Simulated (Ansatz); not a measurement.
# CH4IS: the cost of one run

Method: RHF/def2-SVPD; program: Ansatz 0.2.0.

### Step 1. Reference run: CH4IS−, relaxed

Contents of input.yaml:

```yaml
crystal:
  periodic: [false, false, false]
  atoms:
    - { symbol: I, position_ang: [-2.005645, -0.483099, 2.0995] }
    - { symbol: C, position_ang: [-0.077696, -0.148354, 0.274792] }
    - { symbol: S, position_ang: [1.617735, 0.137432, -1.305514] }
    - { symbol: H, position_ang: [-0.762582, -0.640191, -0.414148] }
    - { symbol: H, position_ang: [0.547372, -0.757818, 0.927833] }
    - { symbol: H, position_ang: [-0.182458, 0.914769, 0.486129] }
    - { symbol: H, position_ang: [0.863274, 0.97726, -2.068492] }
total_charge: -1
basis:
  gaussian: { orbitals: def2-SVPD }
hamiltonian:
  xc: hf
output:
  forces: true
relax:
  f_tol: 0.02
  max_steps: 120
  constraints: [{ distance: [1, 2] }, { distance: [0, 1] }]
  escape_saddle: false
```

Run with:

```
$ ansatz run input.yaml --threads 1 --pin off --max-ram 2560MiB --backend cpu --events-out ev --progress --plain --runs-dir out
```

Q: Estimate wall time and peak memory on 1 thread of Arm Neoverse V2, shared host.

About 22 s, with a peak of 0.26 GiB.
